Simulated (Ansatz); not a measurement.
# SrMn2As2 (P-3m1): equation of state

The task here is to estimate one member of a computed series from the others.

Computed with Ansatz 0.2.0 (DFT LDA, scalar-relativistic, plane waves, PAW, unless a step's input says otherwise).

## The starting structure

It takes space group P-3m1 (No. 164, trigonal). Conventional cell: a = 3.996 Å, b = 3.996 Å, c = 7.107 Å, α = 90.00°, β = 90.00°, γ = 120.00°. Around Sr (site symmetry -3m) lie 6 As at 3.05 Å. Mn (site symmetry 3m) has 4 As at 2.31 to 2.44 Å as nearest neighbours. Around As (site symmetry 3m) lie 4 Mn at 2.31 to 2.44 Å and 3 Sr at 3.05 Å.

As a file:

```
Sr Mn As
1.0
     3.99607    0.00000    0.00000
    -1.99803    3.46070    0.00000
     0.00000    0.00000    7.10746
Sr Mn As
1 2 2
Direct
  0.00000 0.00000 0.00000
  0.66667 0.33333 0.39303
  0.33333 0.66667 0.60697
  0.66667 0.33333 0.71847
  0.33333 0.66667 0.28153
```

This cell comes from an earlier session at LDA: 19.658 Å³/atom at 0.03 GPa, on a 12×12×6 mesh. The large moments point both ways and cancel.

Volume factors to run: 0.980, 1.020, 0.960, 1.040.

The first run:

The input, input.yaml:

```yaml
crystal:
  lattice:
    - [3.9692466906, 0.0, 0.0]
    - [-1.9846233453, 3.4374684679, 0.0]
    - [0.0, 0.0, 7.0597557126]
  atoms:
    - { symbol: Sr, position: [0.0, 0.0, -7.81e-08] }
    - { symbol: Mn, position: [0.6666666667, 0.3333333333, 0.3930332962], spin: 3.01 }
    - { symbol: Mn, position: [0.3333333333, 0.6666666667, 0.6069663395], spin: -3.01 }
    - { symbol: As, position: [0.6666666667, 0.3333333333, 0.7184679168] }
    - { symbol: As, position: [0.3333333333, 0.6666666667, 0.2815325255] }
basis:
  ecutwfc: 420
  ecutrho_ratio: 4
kpoints:
  mp_grid: { grid: [12, 12, 6] }
hamiltonian:
  xc: lda
scf:
  occupations: { method: gaussian, width: 0.05 }
output:
  forces: true
  stress: true
  eigenvalues: true
  populations: true
magnetization:
  spin_polarized: true
relax:
  f_tol: 0.01
  max_steps: 40
  cell: { stress_tol: 0.1, fix: [volume] }
```

Command:

```sh
ansatz run input.yaml --threads 4 --pin off --max-ram 10240MiB --backend cpu --events-out ev --progress --plain --runs-dir out
```

Among the steps run: Scaling the volume by 0.980; At 1.020 of the relaxed volume; Volume × 0.960; Scaling the volume by 1.040.

One table of the session follows, with a row left open; its other results are not shown here.

It belongs to the step «The fit». 

| volume (Å³/atom) | energy (meV/atom) | pressure (GPa) | moment of atom 2 (μB) |
| --- | --- | --- | --- |
| 18.872 | 6.75 | 2.80 | 2.54 |
| 19.265 | ? | ? | ? |
| 19.658 | 0.00 | 0.03 | 2.74 |
| 20.051 | 1.38 | -1.16 | 2.83 |
| 20.444 | 5.53 | -2.23 | 2.91 |

Estimate the missing values for volume (Å³/atom) = 19.265.

Worked estimate for «energy (meV/atom)». A straight line through the neighbours (18.872, 6.75) and (19.658, 0.00) gives 6.75 + (0.00 − 6.75) × (19.265 − 18.872) / (19.658 − 18.872) = 3.38; a parabola fitted to 3 rows on both sides gives 1.79.

**Answer.** energy (meV/atom): 1.68; pressure (GPa): 1.34; moment of atom 2 (μB): 2.64. In «energy (meV/atom)» the line misses by +1.70 and the parabola by +0.11.

Limits of these values: Warnings in the runs' records: stability check not made.
